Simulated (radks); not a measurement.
# Ionising cerium step by step, Ce²⁰⁺ to Ce³⁹⁺

Wanted: the ionisation ladder of cerium and its errors against NIST. Each value is a difference of total energies (Δ-SCF).

The numbers are computed with radks (a radial shooting solver on a logarithmic mesh, Libxc functionals) version 1 (scalar-relativistic Kohn-Sham, LDA (Slater exchange, VWN5 correlation), spin-polarised, spherical densities, finite nucleus; open shells are filled with parallel spins first), except any that are marked as measured or tabulated.

**1. The atom as given**

- element: cerium (Z = 58)
- charges: 20 to 39
- first configuration: [Kr] 4d2
- last configuration: [Ar] 3d1

Outer shells as boxes (Hund's rule):

Ce²⁰⁺
```
[Kr] core
4d [↑ ][↑ ][  ][  ][  ]
```

Ce³⁹⁺
```
[Ar] core
3d [↑ ][  ][  ][  ][  ]
```

**2. Ce²⁰⁺, [Kr] 4d2**

Input:

```text
Z 58
configuration [Kr] 4d2
relativity scalar-relativistic
functional lda,vwn5
spin polarised
nucleus finite rms 4.8771 fm
c 137.035999084
```

**3. Ce²¹⁺, [Kr] 4d1**

Input: that of step 2 with these lines changed.

```diff
@@ -1,3 +1,3 @@
 Z 58
-configuration [Kr] 4d2
+configuration [Kr] 4d1
 relativity scalar-relativistic
```

**4. Ce²²⁺, [Kr]**

Input: that of step 3 with these lines changed.

```diff
@@ -1,3 +1,3 @@
 Z 58
-configuration [Kr] 4d1
+configuration [Kr]
 relativity scalar-relativistic
```

**5. Ce²³⁺, [Ar] 3d10 4s2 4p5**

Input: that of step 4 with these lines changed.

```diff
@@ -1,3 +1,3 @@
 Z 58
-configuration [Kr]
+configuration [Ar] 3d10 4s2 4p5
 relativity scalar-relativistic
```

**6. Ce²⁴⁺, [Ar] 3d10 4s2 4p4**

Input:

```text
Z 58
configuration [Ar] 3d10 4s2 4p4 5s0 4d0
relativity scalar-relativistic
functional lda,vwn5
spin polarised
nucleus finite rms 4.8771 fm
c 137.035999084
```

**7. Ce²⁵⁺, [Ar] 3d10 4s2 4p3**

Input:

```text
Z 58
configuration [Ar] 3d10 4s2 4p3
relativity scalar-relativistic
functional lda,vwn5
spin polarised
nucleus finite rms 4.8771 fm
c 137.035999084
```

**8. Ce²⁶⁺, [Ar] 3d10 4s2 4p2**

Input:

```text
Z 58
configuration [Ar] 3d10 4s2 4p2
relativity scalar-relativistic
functional lda,vwn5
spin polarised
nucleus finite rms 4.8771 fm
c 137.035999084
```

**9. Ce²⁷⁺, [Ar] 3d10 4s2 4p1**

Input:

```text
Z 58
configuration [Ar] 3d10 4s2 4p1
relativity scalar-relativistic
functional lda,vwn5
spin polarised
nucleus finite rms 4.8771 fm
c 137.035999084
```

**10. Ce²⁸⁺, [Ar] 3d10 4s2**

Input:

```text
Z 58
configuration [Ar] 3d10 4s2 4p0 5s0
relativity scalar-relativistic
functional lda,vwn5
spin polarised
nucleus finite rms 4.8771 fm
c 137.035999084
```

**11. Ce²⁹⁺, [Ar] 3d10 4s1**

Input:

```text
Z 58
configuration [Ar] 3d10 4s1 4p0 5s0
relativity scalar-relativistic
functional lda,vwn5
spin polarised
nucleus finite rms 4.8771 fm
c 137.035999084
```

**12. Ce³⁰⁺, [Ar] 3d10**

Input:

```text
Z 58
configuration [Ar] 3d10 4s0 4p0
relativity scalar-relativistic
functional lda,vwn5
spin polarised
nucleus finite rms 4.8771 fm
c 137.035999084
```

**13. Ce³¹⁺, [Ar] 3d9**

Input: that of step 12 with these lines changed.

```diff
@@ -1,3 +1,3 @@
 Z 58
-configuration [Ar] 3d10 4s0 4p0
+configuration [Ar] 3d9
 relativity scalar-relativistic
```

**14. Ce³²⁺, [Ar] 3d8**

Input: that of step 13 with these lines changed.

```diff
@@ -1,3 +1,3 @@
 Z 58
-configuration [Ar] 3d9
+configuration [Ar] 3d8
 relativity scalar-relativistic
```

**15. Ce³³⁺, [Ar] 3d7**

Input: that of step 14 with these lines changed.

```diff
@@ -1,3 +1,3 @@
 Z 58
-configuration [Ar] 3d8
+configuration [Ar] 3d7
 relativity scalar-relativistic
```

**16. Ce³⁴⁺, [Ar] 3d6**

Input: that of step 15 with these lines changed.

```diff
@@ -1,3 +1,3 @@
 Z 58
-configuration [Ar] 3d7
+configuration [Ar] 3d6
 relativity scalar-relativistic
```

**17. Ce³⁵⁺, [Ar] 3d5**

Input: that of step 16 with these lines changed.

```diff
@@ -1,3 +1,3 @@
 Z 58
-configuration [Ar] 3d6
+configuration [Ar] 3d5
 relativity scalar-relativistic
```

**18. Ce³⁶⁺, [Ar] 3d4**

Input: that of step 17 with these lines changed.

```diff
@@ -1,3 +1,3 @@
 Z 58
-configuration [Ar] 3d5
+configuration [Ar] 3d4 4s0 4p0
 relativity scalar-relativistic
```

**19. Ce³⁷⁺, [Ar] 3d3**

Input: that of step 18 with these lines changed.

```diff
@@ -1,3 +1,3 @@
 Z 58
-configuration [Ar] 3d4 4s0 4p0
+configuration [Ar] 3d3
 relativity scalar-relativistic
```

**20. Ce³⁸⁺, [Ar] 3d2**

Input: that of step 19 with these lines changed.

```diff
@@ -1,3 +1,3 @@
 Z 58
-configuration [Ar] 3d3
+configuration [Ar] 3d2
 relativity scalar-relativistic
```

**21. Ce³⁹⁺, [Ar] 3d1**

Input: that of step 20 with these lines changed.

```diff
@@ -1,3 +1,3 @@
 Z 58
-configuration [Ar] 3d2
+configuration [Ar] 3d1
 relativity scalar-relativistic
```

Before running it: what results should come out? Wanted: for each run, species; configuration; Δ-SCF; −ε(HOMO); NIST; error.

As calculated:

| species | configuration | Δ-SCF (eV) | −ε(HOMO) (eV) | NIST (eV) | error (%) |
| --- | --- | --- | --- | --- | --- |
| Ce²⁰⁺ | [Kr] 4d2 | 578.47 | 561.30 | 579 (theory) | -0.1 |
| Ce²¹⁺ | [Kr] 4d1 | 613.45 | 596.07 | 613 (theory) | +0.1 |
| Ce²²⁺ | [Kr] | 757.62 | 739.81 | 749 (theory) | +1.2 |
| Ce²³⁺ | [Ar] 3d10 4s2 4p5 | 793.88 | 776.06 | 785 (theory) | +1.1 |
| Ce²⁴⁺ | [Ar] 3d10 4s2 4p4 | 829.96 | 812.30 | 824 (theory) | +0.7 |
| Ce²⁵⁺ | [Ar] 3d10 4s2 4p3 | 875.70 | 857.18 | 862 (theory) | +1.6 |
| Ce²⁶⁺ | [Ar] 3d10 4s2 4p2 | 913.39 | 894.88 | 924 (theory) | -1.1 |
| Ce²⁷⁺ | [Ar] 3d10 4s2 4p1 | 950.83 | 932.52 | 965 (theory) | -1.5 |
| Ce²⁸⁺ | [Ar] 3d10 4s2 | 1066.6 | 1048.7 | 1060 (theory) | +0.6 |
| Ce²⁹⁺ | [Ar] 3d10 4s1 | 1108.7 | 1090.8 | 1103.5 (semi-emp.) | +0.5 |
| Ce³⁰⁺ | [Ar] 3d10 | 1915.8 | 1872.3 | 1908 (theory) | +0.4 |
| Ce³¹⁺ | [Ar] 3d9 | 2005.0 | 1960.9 | 1994 (theory) | +0.6 |
| Ce³²⁺ | [Ar] 3d8 | 2095.4 | 2050.7 | 2087 (theory) | +0.4 |
| Ce³³⁺ | [Ar] 3d7 | 2186.9 | 2141.7 | 2185 (theory) | +0.1 |
| Ce³⁴⁺ | [Ar] 3d6 | 2279.4 | 2233.8 | 2280 (theory) | -0.0 |
| Ce³⁵⁺ | [Ar] 3d5 | 2398.9 | 2351.5 | 2378 (theory) | +0.9 |
| Ce³⁶⁺ | [Ar] 3d4 | 2496.2 | 2448.2 | 2500 (theory) | -0.2 |
| Ce³⁷⁺ | [Ar] 3d3 | 2594.7 | 2546.1 | 2600 (theory) | -0.2 |
| Ce³⁸⁺ | [Ar] 3d2 | 2694.2 | 2645.1 | 2706 (theory) | -0.4 |

In words: Reference values: NIST Atomic Spectra Database (exp. measured, semi-emp. semi-empirical, theory a theoretical value adopted there). The steepest step, after dividing by the final charge, comes at Ce³⁰⁺ in [Ar] 3d10, where the value goes from 1108.7 to 1915.8 eV. There the highest level belongs to another shell. Minus the highest eigenvalue gives 97 to 98 % of the Δ-SCF value along the ladder. Open shells are spherical and high-spin; term and fine-structure splittings are not resolved. Spin-orbit splitting is averaged out at the scalar-relativistic level.
